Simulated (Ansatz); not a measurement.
# SnN3H7: basis-set convergence

How large a basis does SnN3H7 need? Two functionals are run in growing sets.

Program: Ansatz 0.2.0, Gaussian basis. Level of theory: one geometry, several basis sets. These are calculated values, not measurements.

The runs, in order: PBE0-D4/def2-SVP; ωB97M-V/def2-SVP; PBE0-D4/def2-QZVPP; ωB97M-V/def2-QZVPP; the functionals' def2-TZVPP values are taken from earlier runs.

## 1. The relaxed structure

The geometry comes from an earlier relaxation with PBE0-D4/def2-TZVP; it is a stationary point, not always the lowest conformer. Sn takes the def2 core potential; no spin-orbit term is included.

SMILES `[NH2][SnH]([NH2])[NH2]`, 11 atoms, charge 0, spin multiplicity 1.

Atoms are counted from 1 here; the program's logs count them from 0.

Bond lengths: N1–Sn2 2.023 Å, N1–H5 1.011 Å, N1–H6 1.011 Å, Sn2–N3 2.018 Å, Sn2–N4 2.022 Å, Sn2–H7 1.712 Å, N3–H8 1.012 Å, N3–H9 1.012 Å, N4–H10 1.011 Å, N4–H11 1.012 Å. Angles: Sn2–N1–H5 114.0°, Sn2–N1–H6 114.8°, H5–N1–H6 108.4°, N1–Sn2–N3 114.2°, N1–Sn2–N4 106.7°, N1–Sn2–H7 107.6°, N3–Sn2–N4 100.4°, N3–Sn2–H7 108.3°, N4–Sn2–H7 120.0°, Sn2–N3–H8 113.9°, Sn2–N3–H9 112.7°, H8–N3–H9 107.5°, Sn2–N4–H10 115.0°, Sn2–N4–H11 113.3°, H10–N4–H11 108.1°.

## 2. PBE0-D4 in def2-SVP

Input file in.yaml:

```yaml
crystal:
  periodic: [false, false, false]
  atoms:
    - {symbol: N, position_ang: [-0.709552, 1.735372, 0.334111]}
    - {symbol: Sn, position_ang: [0.489402, 0.126054, 0.075330]}
    - {symbol: N, position_ang: [0.202171, -1.344019, 1.427675]}
    - {symbol: N, position_ang: [-0.139301, -0.800091, -1.608546]}
    - {symbol: H, position_ang: [-1.588691, 1.677965, -0.162816]}
    - {symbol: H, position_ang: [-0.278776, 2.624516, 0.120331]}
    - {symbol: H, position_ang: [2.110336, 0.662886, 0.202831]}
    - {symbol: H, position_ang: [0.477016, -1.094242, 2.368793]}
    - {symbol: H, position_ang: [-0.759286, -1.658944, 1.463980]}
    - {symbol: H, position_ang: [-0.010001, -0.271241, -2.460801]}
    - {symbol: H, position_ang: [0.272082, -1.715256, -1.740390]}
basis:
  gaussian: {orbitals: def2-SVP}
hamiltonian: {xc: pbe0, dispersion: d4}
output: {orbitals: {seedname: orbitals}}
```

Run with:

```bash
$ ansatz run in.yaml --threads 4 --pin off --events-out ev --progress --plain --max-ram 10444MiB
```

Further steps of the session: ωB97M-V in def2-SVP; PBE0-D4 in def2-QZVPP; ωB97M-V in def2-QZVPP.

Before running them: what should the planned runs give, taken together? Wanted: PBE0-D4: double and triple zeta above quadruple; ωB97M-V: double and triple zeta above quadruple.

The runs gave:

```
                                       quantity          value
PBE0-D4: double and triple zeta above quadruple  6.64, 0.37 eV
ωB97M-V: double and triple zeta above quadruple  6.86, 0.36 eV
```

**Reading.** PBE0-D4 gains 6.27 eV from double to triple zeta, then 0.37 eV more. These are total energies; as a rule much of such shifts cancels in differences, which this series doesn't test. The LUMO of ωB97M-V is positive and keeps falling with the basis (2.43 to 1.20 eV): an unbound level that the basis holds in place.
